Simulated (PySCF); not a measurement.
# C3H9Al: the cost of one run

The runs use PySCF 2.14.0; levels as typed in each script, gas phase, geometry from GFN2-xTB.

## Step 1: The system as given

SMILES `C[Al](C)C`, 13 atoms, charge 0, spin multiplicity 1.

Bond lengths: C1–Al2 1.995 Å, C1–H5 1.096 Å, C1–H6 1.095 Å, C1–H7 1.095 Å, Al2–C3 1.996 Å, Al2–C4 1.995 Å, C3–H8 1.096 Å, C3–H9 1.095 Å, C3–H10 1.095 Å, C4–H11 1.096 Å, C4–H12 1.095 Å, C4–H13 1.095 Å. Angles: Al2–C1–H5 112.5°, Al2–C1–H6 112.6°, Al2–C1–H7 112.3°, H5–C1–H6 105.8°, H5–C1–H7 106.7°, H6–C1–H7 106.5°, C1–Al2–C3 119.5°, C1–Al2–C4 119.5°, C3–Al2–C4 121.0°, Al2–C3–H8 112.2°, Al2–C3–H9 112.7°, Al2–C3–H10 112.3°, H8–C3–H9 106.9°, H8–C3–H10 105.8°, H9–C3–H10 106.5°, Al2–C4–H11 112.2°, Al2–C4–H12 112.3°, Al2–C4–H13 112.8° and more.

Geometry (Å):

```xyz
13
charge 0, multiplicity 1
C     0.0717   -1.9858   -0.0004
Al   -0.0007    0.0079    0.0011
C    -1.7715    0.9282   -0.0001
C     1.6996    1.0522   -0.0008
H     0.5972   -2.3867    0.8733
H     0.5968   -2.3867   -0.8736
H    -0.9263   -2.4371   -0.0028
H    -2.3760    0.6627    0.8744
H    -1.6811    2.0195   -0.0046
H    -2.3764    0.6627   -0.8732
H     2.3222    0.8303    0.8732
H     2.3217    0.8304   -0.8741
H     1.5323    2.1345    0.0008
```

## Step 2: Density, bond paths and surface potential (wB97X/def2-tzvp)

input.py

```python
import numpy as np
from pyscf import gto, scf, dft
from pyscf.scf import atom_ks, atom_hf
from scipy.linalg import block_diag

def solve(mol, dm0=None, hcore=None):
    mf = (dft.UKS if mol.spin else dft.RKS)(mol, xc='wb97x')
    mf.grids.level = 3
    mf = mf.density_fit(auxbasis='def2-universal-jkfit')
    mf.conv_tol, mf.max_cycle = 1e-8, 80
    if hcore is not None:
        mf.get_hcore = lambda *args: hcore
    mf.kernel(dm0)
    if not mf.converged:
        mf = mf.newton().run(mf.mo_coeff, mf.mo_occ, max_cycle=30)
    assert mf.converged, 'SCF not converged'
    return mf

mol = gto.M(atom='''
C      0.07169    -1.98579    -0.00044
Al    -0.00071     0.00793     0.00109
C     -1.77151     0.92816    -0.00006
C      1.69961     1.05217    -0.00076
H      0.59724    -2.38672     0.87329
H      0.59682    -2.38667    -0.87362
H     -0.92630    -2.43707    -0.00277
H     -2.37600     0.66267     0.87443
H     -1.68108     2.01952    -0.00464
H     -2.37642     0.66272    -0.87316
H      2.32215     0.83034     0.87318
H      2.32174     0.83039    -0.87413
H      1.53231     2.13445     0.00080
''', basis='def2-tzvp', charge=0, spin=0, verbose=4)
mf = solve(mol)
mf.analyze()
# spherically averaged free atoms, for the promolecule
atm = atom_ks.get_atm_nrks(mol, xc='wb97x')
pro = block_diag(*[(atm[a[0]][2] * atm[a[0]][3]) @ atm[a[0]][2].T for a in mol._atom])
np.savez('result.npz', e=mf.e_tot, c=mf.mo_coeff, occ=mf.mo_occ, eps=mf.mo_energy, pro=pro, dip=mf.dip_moment(verbose=0), s2=mf.spin_square()[0])
```

Started as:

```sh
$ OMP_NUM_THREADS=1 python input.py
```

What time and memory should one allow on 1 thread of AMD EPYC 7R43 (Zen 3), shared host?

About 21 s, with a peak of 0.73 GiB.
